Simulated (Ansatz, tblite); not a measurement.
# Si(CN)2H2 (C2H2N2Si): one state, many levels

An exercise on one series of results from a longer session: the logs are not shown, and one member is left open.

The runs use Ansatz 0.2.0, Gaussian basis; as each input shows.

The runs, in order: GFN1-xTB, GFN2-xTB, PBE-D4/def2-TZVP, r2SCAN-D4/def2-TZVP, B2PLYP/def2-TZVP, HF/def2-TZVP, r2SCAN0-D4/def2-TZVP, ωB97M-V/def2-TZVP, CAM-B3LYP-D4/def2-TZVP, BHLYP-D4/def2-TZVP, revPBE-D4/def2-TZVP, PBE-D4/def2-SVP, PBE0-D4/def2-SVP, HF/6-31G, B3LYP-D4/6-31G, PBE0-D4/def2-TZVPD, PBE-D4/def2-TZVPD, r2SCAN-D4/def2-TZVPD, CCSD(T)/def2-TZVPP, MP2/def2-TZVP, RPA/def2-TZVP.

1 further run of the same task is left out (it didn't finish).

### The relaxed structure

The singlet was relaxed beforehand with r2SCAN-D4/def2-SVP.

7 atoms, charge 0, spin multiplicity 1.

Bond lengths: Si1–C2 1.850 Å, Si1–C4 1.850 Å, Si1–H6 1.482 Å, Si1–H7 1.482 Å, C2–N3 1.164 Å, C4–N5 1.164 Å. Angles: C2–Si1–C4 107.3°, C2–Si1–H6 109.1°, C2–Si1–H7 109.1°, C4–Si1–H6 109.1°, C4–Si1–H7 109.2°, H6–Si1–H7 112.8°, Si1–C2–N3 179.2°, Si1–C4–N5 179.2°.

PBE0-D4/def2-TZVP was run before; its log isn't repeated, and its numbers join the tables.

Set-up of the first run:

Tight binding, by tblite at 300 K electronic temperature and without a spin-polarisation term:

```python
tblite.interface.Calculator('GFN1-xTB', numbers, positions, charge=0, uhf=0).singlepoint()
```

Tight binding, by tblite at 300 K electronic temperature and without a spin-polarisation term:

```python
tblite.interface.Calculator('GFN2-xTB', numbers, positions, charge=0, uhf=0).singlepoint()
```

start.molden holds the orbitals of an earlier run on this state, given as this run's starting guess.

Input file in.yaml:

```yaml
crystal:
  periodic: [false, false, false]
  atoms:
    - {symbol: Si, position_ang: [-0.479025, 0.011108, -0.337156]}
    - {symbol: C, position_ang: [-0.439516, -0.008582, 1.512107]}
    - {symbol: N, position_ang: [-0.431769, -0.019982, 2.676412]}
    - {symbol: C, position_ang: [1.275016, -0.012361, -0.924108]}
    - {symbol: N, position_ang: [2.373663, -0.025014, -1.309609]}
    - {symbol: H, position_ang: [-1.128133, 1.261831, -0.796057]}
    - {symbol: H, position_ang: [-1.170256, -1.206990, -0.821580]}
basis:
  gaussian: {orbitals: def2-TZVP, initial_orbitals: start.molden}
hamiltonian: {xc: pbe, dispersion: d4}
scf: {omitted_lower_state_checks: [starts]}
output: {orbitals: {seedname: orbitals}}
```

Run with:

```bash
$ ansatz run in.yaml --threads 4 --pin off --events-out ev --progress --plain --max-ram 3916MiB
```

Steps of the session up to this table: PBE-D4/def2-TZVP; r2SCAN-D4/def2-TZVP; B2PLYP/def2-TZVP; HF/def2-TZVP; r2SCAN0-D4/def2-TZVP; ωB97M-V/def2-TZVP; CAM-B3LYP-D4/def2-TZVP; BHLYP-D4/def2-TZVP; revPBE-D4/def2-TZVP; PBE-D4/def2-SVP; PBE0-D4/def2-SVP; HF/6-31G; B3LYP-D4/6-31G; PBE0-D4/def2-TZVPD; PBE-D4/def2-TZVPD; r2SCAN-D4/def2-TZVPD; CCSD(T)/def2-TZVPP; MP2/def2-TZVP; RPA/def2-TZVP.

One table of the session follows, with a row left open; its other results are not shown here.

| level | HOMO (eV) | gap (eV) |
| --- | --- | --- |
| HF/6-31G | -13.23 | 15.70 |
| HF/def2-TZVP | -13.32 | 15.27 |
| PBE-D4/def2-SVP | -8.79 | 6.33 |
| PBE-D4/def2-TZVP | -8.93 | 6.23 |
| PBE-D4/def2-TZVPD | -8.95 | 6.22 |
| revPBE-D4/def2-TZVP | -8.87 | 6.26 |
| r2SCAN-D4/def2-TZVP | -9.24 | 6.70 |
| r2SCAN-D4/def2-TZVPD | -9.25 | 6.69 |
| B3LYP-D4/6-31G | -9.90 | 8.62 |
| PBE0-D4/def2-SVP | ? | ? |
| PBE0-D4/def2-TZVP | -10.26 | 8.53 |
| PBE0-D4/def2-TZVPD | -10.27 | 8.51 |
| r2SCAN0-D4/def2-TZVP | -10.47 | 8.83 |
| BHLYP-D4/def2-TZVP | -11.46 | 10.82 |
| CAM-B3LYP-D4/def2-TZVP | -11.67 | 11.11 |
| ωB97M-V/def2-TZVP | -12.52 | 12.92 |

Q: Estimate the row for PBE0-D4/def2-SVP from the others.

**Answer.** HOMO (eV): -10.18; gap (eV): 8.65. In the column «HOMO (eV)» it lies between PBE0-D4/def2-TZVP (-10.26) and B3LYP-D4/6-31G (-9.90).
